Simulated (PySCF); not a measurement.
**CH₆SeSi: a tour of settings**

Which settings matter for CH₆SeSi (`C[SiH2][SeH]`), and how do bad ones show?

Programs: PySCF 2.14.0, with density-fitted response routines of our own. Each step states its level of theory. These are calculated values for one molecule, in the gas phase or a continuum, unless marked as measured. Atoms count from 0, in the outputs and in this text.

1 further run of the same task is left out (for a known fault of the program).

### 1 The starting structure

9 atoms, charge 0, multiplicity 1; geometry from: GFN2-xTB.

Bonds of the start (Å): C0–Si1 1.90, Si1–Se2 2.30, C0–H3 1.09, C0–H4 1.09, C0–H5 1.09, Si1–H6 1.46, Si1–H7 1.46, Se2–H8 1.43.

### 2 NMR shieldings: PBE/6-31++G**

Job settings and geometry (Å):

```
{"job": {"kind": "nmr", "xc": "PBE", "basis": "6-31++G**", "pop": true, "scf": {"diis": false, "guess": "1e", "max_cycle": 78}}, "charge": 0, "multiplicity": 1}
C     -0.965387     0.656153    -0.320844
Si     0.083656    -0.836618     0.195848
Se     2.082289    -0.114396     1.078745
H     -0.455150     1.261030    -1.065808
H     -1.910174     0.332851    -0.745348
H     -1.182783     1.295646     0.530419
H     -0.506434    -1.589273     1.296411
H      0.401631    -1.688373    -0.949518
H      2.465914     0.688974    -0.045086
```

Method: PBE/6-31++G**.

On the command line:

```
$ OMP_NUM_THREADS=1 python probes_run.py task.json out
```

This one command runs all jobs of the session in turn.

The log of the run:

```text
KeyError: 'Element se (Z=34) not found in basis 6-31++G** version 1'
```

Wall time 0.05 s (1 thread of Arm Neoverse N1, shared host).

Diagnosis: The basis 6-31++G** has no functions for an element of the molecule, so the input was refused before any integral. The remedy is to choose a basis that covers all elements.

### 3 Excited states and response: PBE/6-31G* in acetonitrile

Settings changed since step 2:

```diff
@@ -1,2 +1,2 @@
-{"job": {"kind": "nmr", "xc": "PBE", "basis": "6-31++G**", "pop": true, "scf": {"diis": false, "guess": "1e", "max_cycle": 78}}, "charge": 0, "multiplicity": 1}
+{"job": {"kind": "uv", "xc": "PBE", "basis": "6-31G*", "solvent": "acetonitrile", "nstates": 25, "ntriplets": 0, "tda": false}, "charge": 0, "multiplicity": 1}
 C     -0.965387     0.656153    -0.320844
```

With the program's defaults for keys left out, this is: TDDFT PBE/6-31G*, vertical, IEF-PCM acetonitrile (non-equilibrium linear response), core orbitals frozen in the response.

The log of the run:

```text
coarse grid: 33760 points
cycle   1  E = -2731.8364349688  dE = -8.596e-01  |g| = 4.530e-01  |ddm| = 2.623e+00
cycle   2  E = -2731.7784971897  dE =  5.794e-02  |g| = 6.202e-01  |ddm| = 1.137e+00
cycle   3  E = -2731.8902432010  dE = -1.117e-01  |g| = 7.051e-02  |ddm| = 6.899e-01
cycle   4  E = -2731.8914039936  dE = -1.161e-03  |g| = 1.448e-02  |ddm| = 1.008e-01
cycle   5  E = -2731.8914657662  dE = -6.177e-05  |g| = 7.694e-03  |ddm| = 3.545e-02
cycle   6  E = -2731.8914777651  dE = -1.200e-05  |g| = 6.263e-04  |ddm| = 9.941e-03
cycle   7  E = -2731.8914779006  dE = -1.355e-07  |g| = 1.342e-04  |ddm| = 1.037e-03
final grid: 68440 points
cycle   8  E = -2731.8914400324  dE = -2.668e-08  |g| = 1.602e-04  |ddm| = 1.236e-03
cycle   9  E = -2731.8914400279  dE =  4.542e-09  |g| = 1.932e-04  |ddm| = 5.192e-04
cycle  10  E = -2731.8914400424  dE = -1.446e-08  |g| = 1.365e-05  |ddm| = 2.904e-04
cycle  11  E = -2731.8914400424  dE = -5.957e-11  |g| = 2.222e-06  |ddm| = 1.993e-05
converged SCF energy = -2731.8914400424

Static polarisability (au): isotropic 74.355, principal 61.530 67.381 94.154

Singlet excitations
state   eV       nm        f      main configurations
  1   5.4647    226.9   0.01226   H->L 0.99
  2   6.0630    204.5   0.00844   H->L+1 0.98
  3   6.6166    187.4   0.01423   H->L+2 0.94
  4   7.4244    167.0   0.15824   H-1->L 0.55, H->L+3 0.33
  5   7.6201    162.7   0.07266   H->L+3 0.53, H-1->L+1 0.29, H-1->L 0.10
  6   7.7326    160.3   0.00313   H-2->L 0.66, H-1->L+1 0.29
  7   7.9406    156.1   0.02965   H->L+4 0.78, H-2->L 0.11
  8   8.0603    153.8   0.10364   H-3->L 0.59, H-1->L+1 0.10, H->L+4 0.08
  9   8.2334    150.6   0.07901   H-1->L+2 0.47, H-2->L+1 0.18, H-3->L 0.17
 10   8.3133    149.1   0.38288   H-1->L+2 0.21, H-3->L 0.20, H-1->L 0.12
 11   8.3810    147.9   0.08359   H-2->L+1 0.62, H-1->L+2 0.26
 12   8.6434    143.4   0.06214   H-3->L+1 0.91
 13   8.7632    141.5   0.04151   H->L+5 0.97
 14   9.1381    135.7   0.11559   H-2->L+2 0.77
 15   9.2074    134.7   0.03018   H-4->L 0.52, H->L+6 0.34
 16   9.2603    133.9   0.05840   H->L+6 0.50, H-1->L+3 0.19, H-3->L+2 0.11
 17   9.2756    133.7   0.02692   H-3->L+2 0.33, H-1->L+3 0.24, H-4->L 0.19
 18   9.3049    133.2   0.06118   H-3->L+2 0.39, H-1->L+3 0.36, H->L+7 0.10
 19   9.4103    131.8   0.10596   H->L+7 0.60, H-4->L 0.11, H-1->L+3 0.10
 20   9.6194    128.9   0.05361   H-5->L 0.63, H-1->L+4 0.27
 21   9.7314    127.4   0.16230   H-1->L+4 0.56, H-6->L 0.20, H-5->L 0.13
 22   9.8046    126.5   0.24622   H-6->L 0.69, H-5->L 0.14
 23  10.0037    123.9   0.02008   H-4->L+1 0.36, H-6->L+1 0.31, H-5->L+1 0.27
 24  10.0538    123.3   0.00274   H-5->L+1 0.69, H-6->L+1 0.15, H-4->L+1 0.09
 25  10.1834    121.8   0.00807   H-2->L+3 0.74, H-3->L+4 0.12
```

Wall time 10 s (1 thread of Arm Neoverse N1, shared host); peak memory 0.35 GiB.

The orbitals next to the gap, with their largest atomic shares:

```csv
orbital,eV,atoms
HOMO−3,-8.30,"Si1 33 %, H6 23 %, H7 19 %"
HOMO−2,-7.98,"C0 37 %, Si1 33 %, H6 10 %"
HOMO−1,-7.28,"Se2 64 %, Si1 19 %, C0 11 %"
HOMO,-5.64,Se2 90 %
LUMO,-0.32,"Si1 61 %, Se2 35 %"
LUMO+1,0.21,"Se2 44 %, H8 32 %, Si1 17 %"
LUMO+2,0.84,"Si1 57 %, C0 17 %, Se2 14 %"
```

With each of the 25 states as a Gaussian band of 0.4 eV half-width at 1/e, the curve within the window shown has maxima at 224 nm (ε 540), 149 nm (ε 27,000), 129 nm (ε 24,000) L/(mol cm). Beyond the last state computed it falls off for lack of states. The curve at chosen wavelengths:

| nm | ε (L/mol/cm) |
| --- | --- |
| 118 | 1190 |
| 123 | 12386 |
| 129 | 24394 |
| 134 | 19414 |
| 140 | 13325 |
| 145 | 21644 |
| 151 | 26204 |
| 156 | 17192 |
| 162 | 11308 |
| 167 | 9394 |
| 172 | 5783 |
| 178 | 2094 |
| 183 | 973 |
| 189 | 695 |
| 194 | 599 |
| 200 | 513 |
| 205 | 476 |
| 210 | 465 |
| 216 | 494 |
| 221 | 532 |
| 227 | 530 |
| 232 | 462 |
| 238 | 328 |
| 243 | 214 |
| 249 | 110 |
| 254 | 57 |

Further results of this job:

```csv
property,computed
dipole moment (D),2.80
polarisability (Å³),11.02
HOMO–LUMO gap (eV),5.31
−ε(HOMO) (eV),5.64
```

### 4 Indirect couplings: HCTH407/aug-pcSseg-1

Settings changed since step 3:

```diff
@@ -1,2 +1,2 @@
-{"job": {"kind": "uv", "xc": "PBE", "basis": "6-31G*", "solvent": "acetonitrile", "nstates": 25, "ntriplets": 0, "tda": false}, "charge": 0, "multiplicity": 1}
+{"job": {"kind": "j", "xc": "HCTH407", "basis": "aug-pcSseg-1", "scf": {"guess": "atom"}}, "charge": 0, "multiplicity": 1}
 C     -0.965387     0.656153    -0.320844
```

With the program's defaults for keys left out, this is: HCTH407/aug-pcSseg-1 indirect spin-spin coupling, non-relativistic, gas phase.

The log of the run:

```text
final grid: 68440 points
cycle   1  E = -2733.5987355124  dE =  4.491e-01  |g| = 1.047e+00  |ddm| = 4.049e+00
cycle   2  E = -2733.1720445560  dE =  4.267e-01  |g| = 1.461e+00  |ddm| = 3.371e+00
cycle   3  E = -2733.8796987420  dE = -7.077e-01  |g| = 1.554e-01  |ddm| = 2.659e+00
cycle   4  E = -2733.8858449979  dE = -6.146e-03  |g| = 1.150e-01  |ddm| = 5.353e-01
cycle   5  E = -2733.8890052662  dE = -3.160e-03  |g| = 1.922e-02  |ddm| = 1.939e-01
cycle   6  E = -2733.8890789432  dE = -7.368e-05  |g| = 4.102e-03  |ddm| = 4.713e-02
cycle   7  E = -2733.8890843573  dE = -5.414e-06  |g| = 1.805e-03  |ddm| = 1.192e-02
cycle   8  E = -2733.8890855629  dE = -1.206e-06  |g| = 3.454e-04  |ddm| = 3.865e-03
cycle   9  E = -2733.8890855970  dE = -3.416e-08  |g| = 1.218e-04  |ddm| = 7.576e-04
cycle  10  E = -2733.8890856025  dE = -5.433e-09  |g| = 3.012e-05  |ddm| = 2.775e-04
cycle  11  E = -2733.8890856028  dE = -3.502e-10  |g| = 5.547e-06  |ddm| = 7.898e-05
converged SCF energy = -2733.8890856028

Indirect spin-spin couplings (Hz)
  i      j    bonds     total        FC       PSO       DSO        SD
  0 C    1 Si   1    -70.296   -71.198     2.160    -0.092    -1.165
  0 C    3 H    1    128.350   125.634     1.703     0.675     0.339
  0 C    4 H    1    122.620   119.848     1.798     0.637     0.337
  0 C    5 H    1    128.856   126.207     1.649     0.669     0.332
  0 C    6 H    2      1.025     1.210     0.037    -0.234     0.012
  0 C    7 H    2      5.554     5.750     0.018    -0.217     0.003
  0 C    8 H    3      0.912     0.817    -0.018     0.129    -0.016
  1 Si   3 H    2      7.352     7.232     0.230     0.058    -0.168
  1 Si   4 H    2      5.004     4.990     0.131     0.076    -0.193
  1 Si   5 H    2      7.952     7.820     0.233     0.056    -0.158
  1 Si   6 H    1   -229.277  -229.161     0.903    -0.380    -0.639
  1 Si   7 H    1   -228.543  -228.464     0.927    -0.371    -0.634
  1 Si   8 H    2      7.075     6.748     0.183     0.159    -0.014
  3 H    4 H    2    -12.766   -13.445     2.908    -2.508     0.278
  3 H    5 H    2    -12.574   -13.334     2.837    -2.363     0.286
  3 H    6 H    3      6.749     7.574     1.465    -2.299     0.010
  3 H    7 H    3      0.197     0.195     0.322    -0.348     0.028
  3 H    8 H    4      1.103     0.034    -0.820     1.874     0.015
  4 H    5 H    2    -12.655   -13.321     2.911    -2.523     0.277
  4 H    6 H    3      0.168     0.293     0.449    -0.588     0.014
  4 H    7 H    3     -0.068    -0.009     0.367    -0.447     0.021
  4 H    8 H    4     -0.158    -0.070     0.788    -0.869    -0.007
  5 H    6 H    3      0.768     0.739     0.283    -0.280     0.027
  5 H    7 H    3      6.450     7.258     1.477    -2.293     0.009
  6 H    7 H    2     -0.324     0.648     0.954    -1.948     0.022
  6 H    8 H    3      6.383     8.585     1.234    -3.434    -0.002
  7 H    8 H    3      0.834     0.798     0.080    -0.046     0.002
```

It took 35 s on 1 thread of Arm Neoverse N1, shared host; peak memory 0.5 GiB.

The basis is not made for couplings: without tight functions at the nuclei these values are rough.

Couplings of 1 Hz or more, nine at most for each number of bonds, with means over like pairs (isotopes 13C, 1H, 29Si):

```csv
pair,bonds,J (Hz),Fermi contact (Hz)
Si1–H6,1,-228.9,-228.8
C0–H3,1,126.6,123.9
C0–Si1,1,-70.3,-71.2
H3–H4,2,-12.7,-13.4
Si1–H8,2,7.1,6.7
Si1–H3,2,6.8,6.7
C0–H6,2,3.3,3.5
H6–H8,3,3.6,4.7
H3–H6,3,2.4,2.7
```

The response was solved for the nuclei of C, H, Si alone, so couplings that need other nuclei can be missing.

### 5 Ultraviolet spectrum: PBE0/def2-SVPD in chloroform

Settings changed since step 4:

```diff
@@ -1,2 +1,2 @@
-{"job": {"kind": "j", "xc": "HCTH407", "basis": "aug-pcSseg-1", "scf": {"guess": "atom"}}, "charge": 0, "multiplicity": 1}
+{"job": {"kind": "uv", "xc": "PBE0", "basis": "def2-SVPD", "solvent": "chloroform", "nstates": 6, "ntriplets": 0, "tda": true}, "charge": 0, "multiplicity": 1}
 C     -0.965387     0.656153    -0.320844
```

Method: TDA PBE0/def2-SVPD, vertical, IEF-PCM chloroform (non-equilibrium linear response), core orbitals frozen in the response.

The log of the run:

```text
coarse grid: 33760 points
cycle   1  E = -2731.9009010833  dE = -9.081e-01  |g| = 3.079e-01  |ddm| = 3.310e+00
cycle   2  E = -2731.9005946788  dE =  3.064e-04  |g| = 3.020e-01  |ddm| = 7.611e-01
cycle   3  E = -2731.9258752386  dE = -2.528e-02  |g| = 3.676e-02  |ddm| = 3.627e-01
cycle   4  E = -2731.9261652227  dE = -2.900e-04  |g| = 6.004e-03  |ddm| = 5.119e-02
cycle   5  E = -2731.9261758164  dE = -1.059e-05  |g| = 3.993e-03  |ddm| = 1.788e-02
cycle   6  E = -2731.9261791777  dE = -3.361e-06  |g| = 3.236e-04  |ddm| = 6.308e-03
final grid: 68440 points
cycle   7  E = -2731.9261470750  dE = -4.339e-08  |g| = 2.808e-04  |ddm| = 2.902e-03
cycle   8  E = -2731.9261470754  dE = -3.402e-10  |g| = 2.821e-04  |ddm| = 7.043e-04
cycle   9  E = -2731.9261470884  dE = -1.308e-08  |g| = 2.177e-05  |ddm| = 3.235e-04
cycle  10  E = -2731.9261470886  dE = -1.432e-10  |g| = 3.901e-06  |ddm| = 3.276e-05
converged SCF energy = -2731.9261470886

Static polarisability (au): isotropic 88.677, principal 77.079 84.936 104.016

Singlet excitations
state   eV       nm        f      main configurations
  1   5.6542    219.3   0.00138   H->L+1 0.90
  2   5.6682    218.7   0.05982   H->L 0.99
  3   6.4513    192.2   0.04046   H->L+2 0.84
  4   6.9180    179.2   0.00035   H->L+3 0.93
  5   7.1216    174.1   0.05436   H->L+4 0.70, H->L+5 0.19
  6   7.1855    172.5   0.10024   H->L+5 0.69, H->L+4 0.24
```

Wall time 11 s (1 thread of Arm Neoverse N1, shared host); peak memory 0.63 GiB.

This run: HOMO -6.88 eV, LUMO 0.10 eV; lowest singlet 5.65 eV.

### 6 Shielding tensors: PBE0/STO-3G

Settings changed since step 5:

```diff
@@ -1,2 +1,2 @@
-{"job": {"kind": "uv", "xc": "PBE0", "basis": "def2-SVPD", "solvent": "chloroform", "nstates": 6, "ntriplets": 0, "tda": true}, "charge": 0, "multiplicity": 1}
+{"job": {"kind": "nmr", "xc": "PBE0", "basis": "STO-3G", "pop": false}, "charge": 0, "multiplicity": 1}
 C     -0.965387     0.656153    -0.320844
```

Level: GIAO PBE0/STO-3G NMR shielding, non-relativistic, gas phase.

The log of the run:

```text
coarse grid: 33760 points
cycle   1  E = -2701.7942312686  dE = -3.209e+00  |g| = 4.644e-01  |ddm| = 3.274e+00
cycle   2  E = -2701.8642322011  dE = -7.000e-02  |g| = 3.157e-01  |ddm| = 1.777e+00
cycle   3  E = -2701.9121440980  dE = -4.791e-02  |g| = 2.831e-02  |ddm| = 7.307e-01
cycle   4  E = -2701.9124537747  dE = -3.097e-04  |g| = 6.492e-03  |ddm| = 6.188e-02
cycle   5  E = -2701.9124711315  dE = -1.736e-05  |g| = 1.363e-03  |ddm| = 1.335e-02
cycle   6  E = -2701.9124717395  dE = -6.079e-07  |g| = 2.900e-04  |ddm| = 2.440e-03
final grid: 68440 points
cycle   7  E = -2701.9124132496  dE = -8.412e-09  |g| = 2.357e-04  |ddm| = 7.950e-04
cycle   8  E = -2701.9124132535  dE = -3.882e-09  |g| = 2.116e-04  |ddm| = 6.524e-04
cycle   9  E = -2701.9124132680  dE = -1.446e-08  |g| = 6.675e-06  |ddm| = 3.026e-04
cycle  10  E = -2701.9124132680  dE = -2.046e-11  |g| = 4.677e-07  |ddm| = 1.339e-05
converged SCF energy = -2701.9124132680

GIAO shielding tensors (ppm)
atom      isotropic    diamagn.    paramagn.     s11        s22        s33       span
  0 C      236.548     246.292      -9.744    231.720    236.647    241.276      9.556
  1 Si     555.186     869.197    -314.011    491.593    575.648    598.316    106.723
  2 Se    2792.315    2975.547    -183.233   2626.550   2725.066   3025.327    398.777
  3 H       32.932      31.630       1.302     27.036     30.699     41.062     14.026
  4 H       32.922      30.489       2.433     27.057     28.947     42.761     15.705
  5 H       32.683      30.933       1.749     26.876     30.089     41.084     14.208
  6 H       30.789      31.192      -0.404     25.934     28.491     37.941     12.006
  7 H       30.872      31.617      -0.744     26.215     28.477     37.925     11.710
  8 H       35.259      33.803       1.456     24.846     30.597     50.333     25.487
```

Wall time 3.3 s (1 thread of Arm Neoverse N1, shared host); peak memory 0.33 GiB.

Shifts follow as δ = σ(reference) − σ, with reference shieldings (ppm) from runs at the same level and on the same kind of geometry: ¹H TMS 33.02, ¹³C TMS 236.2, ²⁹Si TMS 508.7, ⁷⁷Se Me2Se 2444. The references are single molecules in the gas phase. Atoms listed in one row are averaged.

```csv
atoms,environment,σ (ppm),δ (ppm)
C0,methyl carbon bonded to Si,236.5,-0.4
"H6, H7","hydrogen on a silicon bonded to C, Se",30.83,2.19
"H3, H4, H5",hydrogen on a methyl carbon bonded to Si,32.85,0.17
H8,hydrogen on a selenium bonded to Si,35.26,-2.24
Si1,"silicon bonded to C, Se, 2 H",555.2,-46.5
Se2,"selenium bonded to Si, H",2792,-348
```

### 7 Comparing the runs: electronic excitations

Excitations and ground-state properties, with basis size and wall time:

```csv
run,lowest singlet (eV),brightest (eV),f,gap (eV),α (Å³),μ (D),functions,time
PBE/6-31G* in acetonitrile,5.46,8.31,0.383,5.31,11.02,2.80,76,10 s
PBE0/def2-SVPD in chloroform,5.65,7.19,0.100,6.98,13.14,2.33,133,11 s
```

### 8 What came out

| quantity | value |
| --- | --- |
| lowest singlet (PBE/6-31G*) | 5.46 eV (227 nm), f = 0.012 |
| brightest single state of those computed | state 10, 8.31 eV, f = 0.383 |
| largest coupling of the table (HCTH407/aug-pcSseg-1) | ¹J(Si,H) Si1–H6, -228.9 Hz |
| ¹³C shifts against TMS (PBE0/STO-3G) | -0.4 ppm |
| ¹H shifts against TMS (PBE0/STO-3G, means over atoms taken as alike) | 2.19, 0.17, -2.24 ppm |
| ²⁹Si shifts against TMS (PBE0/STO-3G) | -46.5 ppm |
| ⁷⁷Se shifts against Me2Se (PBE0/STO-3G) | -348 ppm |
| range of the lowest singlet | 5.46 to 5.65 eV |
| property runs in this session | 5, of which 1 failed and 1 gave unsound results |

**Reading.** Single values in the summary come from the first run of each kind that ended normally (PBE0/STO-3G; PBE/6-31G*; HCTH407/aug-pcSseg-1), which need not be the best level. A minimal basis gives no usable values, so read them as a test of settings alone. The lowest singlet, at 5.46 eV, is HOMO→LUMO 0.99 and is weak; of the 25 states computed, the strongest absorption comes from state 10 at 8.31 eV. The basis of PBE/6-31G* has no diffuse functions, so Rydberg states are missing and the high states are unreliable. Of the pairs tabulated at HCTH407/aug-pcSseg-1, Si1–H6 (mean over like pairs) couples most strongly (-228.9 Hz; Fermi contact -228.8 Hz). At PBE0/STO-3G: Shielding is most anisotropic at Se2 (span 399 ppm, paramagnetic term -183 ppm). The lowest singlet runs from 5.46 eV (PBE/6-31G* in acetonitrile) to 5.65 eV (PBE0/def2-SVPD in chloroform), while the orbital gap spans 5.31 to 6.98 eV. The lowest state need not be the same one in every run. The runs solved for a few states only, so the brightest column depends on that window. Spin-orbit coupling is left out, which matters for shieldings and couplings at and beside the heavy atoms. Couplings from bases without tight functions are rough.
